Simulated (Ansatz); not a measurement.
# RuC (triplet): the correlation ladder, def2-TZVPP

One table from this session's results is given with a row withheld; the runs are named, their logs left out.

Method: def2-TZVPP, core rule «outside noble gas», up to 5 orbitals frozen; program: Ansatz 0.2.0, Gaussian basis.

To be run: UHF; ROHF; CCSD(T) on UHF.

2 further runs of the same task are left out: 2 set aside as unsound or not needed.

### What is computed

The geometry is a PBE0/def2-TZVP stationary point (not a proven minimum) of the parent state, kept for this charge and spin. No spin-orbit coupling is included. Elements past krypton take def2 core potentials.

2 atoms, charge 0, spin multiplicity 3.

Atoms are counted from 1 here; the program's logs count them from 0.

Bond lengths: Ru1–C2 1.575 Å.

The first run:

File in.yaml:

```yaml
crystal:
  periodic: [false, false, false]
  atoms:
    - {symbol: Ru, position_ang: [0.000000, 0.000000, 0.000000]}
    - {symbol: C, position_ang: [0.000000, 0.000000, 1.575400]}
basis:
  gaussian: {orbitals: def2-TZVPP}
magnetization: {spin_polarized: true, initial_magnetization: 2}
hamiltonian: {xc: hf}
output: {orbitals: {seedname: orbitals}}
```

Launch:

```bash
$ ansatz run in.yaml --threads 1 --pin off --events-out ev --progress --plain --max-ram 4096MiB --backend cpu
```

Steps of the session up to this table: UHF; ROHF; CCSD(T) on UHF.

One table of the session follows, with a row left open; its other results are not shown here.

| method | from UCCSD(T) (meV) |
| --- | --- |
| ROHF | +12751.0 |
| UHF | ? |
| UMP2 | +1023.0 |
| UCCSD | +742.7 |
| UCCSD(T) | 0 |

Q: Estimate the row for UHF from the others.

As computed: from UCCSD(T) (meV): +12104.1. In the column «from UCCSD(T) (meV)» it lies between UMP2 (+1023.0) and ROHF (+12751.0).

The program flags UCCSD(T) as in doubt (see the logs), so the zero of the table is itself unsure.

Limits of these values: The determinant is far from a pure spin state, so its energy mixes those of several spin states (harmless only where they are near-degenerate, as at dissociation). The program flags UCCSD(T) as in doubt, so the zero of the table is itself unsure.
